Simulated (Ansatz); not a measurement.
# Cl₃H₂NSn: one species, many methods

How much do the methods differ for Cl₃H₂NSn? The plan is to run it at one geometry with functionals of several rungs and with coupled cluster, and see how far each lands from CCSD(T) at the basis-set limit for the atomisation energy.

Method: functionals in def2-TZVPP, the program's frozen cores in correlated methods; program: Ansatz 0.2.0, Gaussian basis.

Levels to be run: LDA (SPW92), PBE-D4, revPBE-D4, BLYP-D4, r2SCAN-D4, B97M-V, PBE0-D4, B3LYP-D4, r2SCANh-D4, r2SCAN0-D4, HSE06-D4, BHLYP-D4, CAM-B3LYP-D4, LC-ωPBE, ωB97X-V, ωB97M-V, B2PLYP, PBE-QIDH; CCSD(T)/def2-SVP; CCSD(T)/def2-TZVPP; MP2/def2-QZVPP; extrapolation to the limit; RPA on PBE.

1 further run of the same task is left out (for a known fault of the program).

### 1 Structure used throughout

The geometry comes from an earlier relaxation with PBE0-D4 in a triple-zeta def2 set; it is a stationary point, not always the lowest conformer. Sn takes the def2 core potential; no spin-orbit term is included.

SMILES `[NH2][Sn]([Cl])([Cl])[Cl]`, 7 atoms, charge 0, spin multiplicity 1.

Atoms are counted from 1 here; the program's logs count them from 0.

Bond lengths: N1–Sn2 1.995 Å, N1–H6 1.013 Å, N1–H7 1.013 Å, Sn2–Cl3 2.295 Å, Sn2–Cl4 2.311 Å, Sn2–Cl5 2.295 Å. Angles: Sn2–N1–H6 112.4°, Sn2–N1–H7 112.4°, H6–N1–H7 108.5°, N1–Sn2–Cl3 108.3°, N1–Sn2–Cl4 115.7°, N1–Sn2–Cl5 108.2°, Cl3–Sn2–Cl4 107.1°, Cl3–Sn2–Cl5 110.4°, Cl4–Sn2–Cl5 107.1°.

Geometry (Å):

```xyz
7

N    -0.4859    0.8717    0.9364
Sn    0.3729   -0.3286   -0.4053
Cl    2.0797   -1.4602    0.6304
Cl   -1.0098   -1.9133   -1.3629
Cl    1.1932    0.9716   -2.1092
H    -1.2315    1.4284    0.5352
H    -0.8572    0.3623    1.7297
```

### 2 LDA

This LDA is Slater exchange with PW92 correlation.

The input, in.yaml:

```yaml
crystal:
  periodic: [false, false, false]
  atoms:
    - {symbol: N, position_ang: [-0.485898, 0.871692, 0.936351]}
    - {symbol: Sn, position_ang: [0.372874, -0.328605, -0.405265]}
    - {symbol: Cl, position_ang: [2.079662, -1.460175, 0.630446]}
    - {symbol: Cl, position_ang: [-1.009780, -1.913285, -1.362865]}
    - {symbol: Cl, position_ang: [1.193161, 0.971588, -2.109158]}
    - {symbol: H, position_ang: [-1.231513, 1.428414, 0.535171]}
    - {symbol: H, position_ang: [-0.857206, 0.362269, 1.729720]}
basis:
  gaussian: {orbitals: def2-TZVPP}
hamiltonian: {xc: lda}
output: {orbitals: {seedname: orbitals}}
```

The run is started by

```
$ ansatz run in.yaml --threads 2 --pin off --events-out ev --progress --plain --max-ram 32768MiB --backend cpu
```

Further steps of the session: PBE-D4 (GGA); revPBE-D4 (GGA); BLYP-D4 (GGA); r2SCAN-D4 (meta-GGA); B97M-V (meta-GGA); B3LYP-D4 (hybrid); r2SCANh-D4 (hybrid); r2SCAN0-D4 (hybrid); HSE06-D4 (hybrid); BHLYP-D4 (hybrid); CAM-B3LYP-D4 (range-separated); LC-ωPBE (range-separated); ωB97X-V (range-separated); ωB97M-V (range-separated); B2PLYP (double hybrid); PBE-QIDH (double hybrid); CCSD(T) in def2-SVP; CCSD(T) in def2-TZVPP; MP2 in def2-QZVPP; RPA on PBE orbitals.

Before running them: what should the planned runs give, taken together? Wanted: atomisation energy, CCSD(T)/CBS; farthest beyond LDA; mean size of error, GGA; mean size of error, meta-GGA; mean size of error, hybrid; mean size of error, range-separated; mean size of error, double hybrid; gap, smallest and largest; T1 diagnostic.

**Answer**, as computed:

| quantity | value |
| --- | --- |
| atomisation energy, CCSD(T)/CBS | 21.434 eV |
| functionals within 0.214 eV (1.0 %) | ωB97X-V, ωB97M-V |
| farthest beyond LDA | BHLYP-D4 (-1.246 eV) |
| mean size of error, GGA | 0.411 eV |
| mean size of error, meta-GGA | 0.223 eV |
| mean size of error, hybrid | 0.593 eV |
| mean size of error, range-separated | 0.318 eV |
| mean size of error, double hybrid | 0.633 eV |
| gap, smallest and largest | 3.70 eV (LDA (SPW92)), 11.33 eV (LC-ωPBE) |
| T1 diagnostic | 0.0111 |
| triples share of the correlation energy | 3.9 % |

What this shows: LDA overbinds by 3.249 eV (15 %). PBE-D4 misses by +0.238 eV. Double hybrids carry the basis error of their MP2 part in triple zeta, and no dispersion term here, so their miss is partly the set-up's. By mean error the best rung here is meta-GGA (0.223 eV) and the worst beyond LDA is double hybrid (0.633 eV). The gap between the best rungs is small, so their order is not settled. The reference freezes the cores and leaves out spin-orbit coupling and excitations past (T), and its outer-core shells are covered unevenly, so misses under about 0.214 eV can't be ranked. All levels share the lack of spin-orbit coupling, which lowers the free heavy atoms and so the true binding. Hartree-Fock recovers 65 % of the binding; the rest is correlation. CCSD(T) in def2-SVP is off by -2.566 eV, more than most functionals: a good method in a small basis is no reference. Orbital gaps span 3.7 to 11.3 eV; exact exchange widens them. Correlated methods include outer-core shells of Sn, which these sets cover unevenly.
